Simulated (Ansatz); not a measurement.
# CHGaN (doublet): the correlation ladder, cc-pVDZ

The task here is to estimate one member of a computed series from the others.

Program: Ansatz 0.2.0, Gaussian basis. Level of theory: cc-pVDZ, core rule «outside noble gas», up to 16 orbitals frozen. These are calculated values, not measurements.

To be run: UHF; CCSD(T) on ROHF; CCSD(T) on UHF; BCCD(T) on ROHF; CISD; CCSDT(Q) on ROHF; CCSDT(Q) on UHF; CASSCF and MRCISD+Q, 9 electrons in 9 orbitals; CASSCF and NEVPT2, 9 electrons in 9 orbitals.

19 further runs of the same task are left out: 6 that didn't finish, 13 set aside as unsound or not needed.

### The geometry

The geometry is a PBE0/def2-TZVP stationary point (not a proven minimum) of the parent state, kept for this charge and spin. No spin-orbit coupling is included. The filled d shell of Ga may be among the frozen orbitals whatever the setting's name suggests; the logs give the count.

4 atoms, charge 0, spin multiplicity 2.

Atoms are counted from 1 here; the program's logs count them from 0.

Bond lengths: Ga1–C2 1.835 Å, C2–N3 1.210 Å, N3–H4 1.011 Å. Angles: Ga1–C2–N3 173.7°, C2–N3–H4 130.3°.

Set-up of the first run:

File in.yaml:

```yaml
crystal:
  periodic: [false, false, false]
  atoms:
    - {symbol: Ga, position_ang: [0.000000, -0.120036, 2.160747]}
    - {symbol: C, position_ang: [0.000004, -0.109565, 0.325504]}
    - {symbol: N, position_ang: [-0.000001, -0.234964, -0.877884]}
    - {symbol: H, position_ang: [-0.000002, 0.464565, -1.608367]}
basis:
  gaussian: {orbitals: cc-pVDZ}
magnetization: {spin_polarized: true, initial_magnetization: 1}
hamiltonian: {xc: hf}
output: {orbitals: {seedname: orbitals}}
```

Run with:

```console
$ ansatz run in.yaml --threads 1 --pin off --events-out ev --progress --plain --max-ram 2393MiB
```

Steps of the session up to this table: UHF; CCSD(T) on ROHF; CCSD(T) on UHF; BCCD(T) on ROHF; CISD; CCSDT(Q) on ROHF; CCSDT(Q) on UHF; CASSCF and MRCISD+Q, 9 electrons in 9 orbitals; CASSCF and NEVPT2, 9 electrons in 9 orbitals.

One table of the session follows, with a row left open; its other results are not shown here.

```
           method  from UCCSDT(Q) (meV)
             ROHF               +9833.7
              UHF               +9740.4
             RMP2               +1110.2
             UMP2               +1182.5
            RCCSD                +444.2
            UCCSD                +439.7
         RCCSD(T)                 +61.4
         UCCSD(T)                 +63.3
          BCCD(T)                     ?
           RCCSDT                 +38.2
           UCCSDT                 +37.0
        RCCSDT(Q)                  +4.0
        UCCSDT(Q)                     0
  CASSCF frontier               +6308.8
  MRCISD frontier                +657.1
MRCISD+Q frontier                 +98.7
```

Q: Estimate the row for BCCD(T) from the others.

As computed: from UCCSDT(Q) (meV): +60.3. In the column «from UCCSDT(Q) (meV)» it lies between RCCSDT (+38.2) and RCCSD(T) (+61.4).

Not comparable, so not listed: CISD; CASSCF and NEVPT2, 9 electrons in 9 orbitals (they don't share determinant, frozen orbitals or solution with the rows shown, or repeat one).

Caveats from the session: Restricted and unrestricted rows rest on different reference determinants; where their highest levels disagree by more than a few hundredths of an eV, they describe different states and don't form one ladder. Warnings in the runs' records: passed over end.
